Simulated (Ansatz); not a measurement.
I need a rigid scan of one bond length of C2H6Sn, SMILES C=[CH][SnH3]. Use the Python package of Ansatz (0.2.0). Use (for the species named): PBE, def2-SVP basis, multiplicity 1, D3BJ dispersion.

```xyz
9

C    -0.7931    0.8393   -1.1091
C     0.1247    0.8324   -0.2110
Sn    0.4863   -0.9561    0.8419
H    -1.3717    0.0186   -1.3344
H    -1.0331    1.7976   -1.6794
H     0.7283    1.7317   -0.0071
H     2.1910   -1.4681    0.5509
H    -0.5531   -2.1858    0.3192
H     0.3092   -0.6559    2.6119
```

`scan_c2h6sn.py`:
```python
"""Stretching a bond of C2H6Sn, the rest held rigid."""

import logging
import sys

import ansatz as az
from ase import Atoms
import numpy as np

logging.basicConfig(stream=sys.stdout, format="%(name)s: %(message)s")
logger = logging.getLogger("c2h6sn")
logger.setLevel(logging.INFO)

atoms = Atoms(["C", "C", "Sn", "H", "H", "H", "H", "H", "H"], positions=[
    (-0.7931, 0.8393, -1.1091),
    (0.1247, 0.8324, -0.211),
    (0.4863, -0.9561, 0.8419),
    (-1.3717, 0.0186, -1.3344),
    (-1.0331, 1.7976, -1.6794),
    (0.7283, 1.7317, -0.0071),
    (2.191, -1.4681, 0.5509),
    (-0.5531, -2.1858, 0.3192),
    (0.3092, -0.6559, 2.6119),
])
c2h6sn = az.Crystal.molecule_from_ase(atoms)

symbols = [site.symbol for site in c2h6sn.cartesian_sites]
start = np.array([site.position_ang for site in c2h6sn.cartesian_sites])
axis = (start[6] - start[2]) / np.linalg.norm(start[6] - start[2])
moving = [6]
lengths, energies = [1.587, 1.659, 1.731, 1.804, 1.876, 1.948, 2.02, 2.128], []
for length in lengths:
    xyz = start.copy()
    xyz[moving] += (length - np.linalg.norm(start[6] - start[2])) * axis
    point = az.Crystal.molecule()
    for symbol, xyz in zip(symbols, xyz):
        point = point.atom(symbol, xyz.tolist())
    calculation = (
        point.calculation()
        .basis(gaussian="def2-SVP")
        .functional("PBE", dispersion="d3bj")
        .accuracy("high")
    )
    rep = calculation.run(threads=1).report
    energies.append(rep["free_energy_ev"])
    logger.info(f"r = {length:6.3f} A  E = {energies[-1]:.5f} eV  <S^2> = {abs(rep['mean_field']['state']['spin_squared']):.3f}")

# quartic fit about the minimum
fit = np.polynomial.Polynomial.fit(lengths, np.array(energies) - min(energies), 4).convert()
roots = [r.real for r in fit.deriv().roots() if abs(r.imag) < 1e-9 and fit.deriv(2)(r.real) > 0]
r_e = min(roots, key=lambda r: abs(r - lengths[int(np.argmin(energies))]))
logger.info(f"minimum of the fit at {r_e:.4f} A, force constant {fit.deriv(2)(r_e):.2f} eV/A^2")
```

```console
$ python scan_c2h6sn.py
c2h6sn: r =  1.587 A  E = -7996.20447 eV  <S^2> = 0.000
c2h6sn: r =  1.659 A  E = -7996.33027 eV  <S^2> = 0.000
c2h6sn: r =  1.731 A  E = -7996.36877 eV  <S^2> = 0.000
c2h6sn: r =  1.804 A  E = -7996.34081 eV  <S^2> = 0.000
c2h6sn: r =  1.876 A  E = -7996.26419 eV  <S^2> = 0.000
c2h6sn: r =  1.948 A  E = -7996.15216 eV  <S^2> = 0.000
c2h6sn: r =  2.020 A  E = -7996.01535 eV  <S^2> = 0.000
c2h6sn: r =  2.128 A  E = -7995.78168 eV  <S^2> = 0.000
c2h6sn: minimum of the fit at 1.7341 A, force constant 12.58 eV/A^2
```

Notes:
- These settings explore the input space; basis and method may be short of convergence.
- The rest of the molecule is held rigid at a force-field or estimated start geometry, and the basis set is modest; single-reference methods fail as a bond breaks.
- def2 sets replace the cores of elements past krypton by effective core potentials.
- The orbitals are restricted, so S² is zero by construction.
- It ran for 46 s on 1 thread of Intel(R) Xeon(R) Platinum 8375C CPU @ 2.90GHz (Ice Lake), on a shared host, peak memory 0.32 GiB.

(Lines on the test bed's own set-up are left out of the output.)
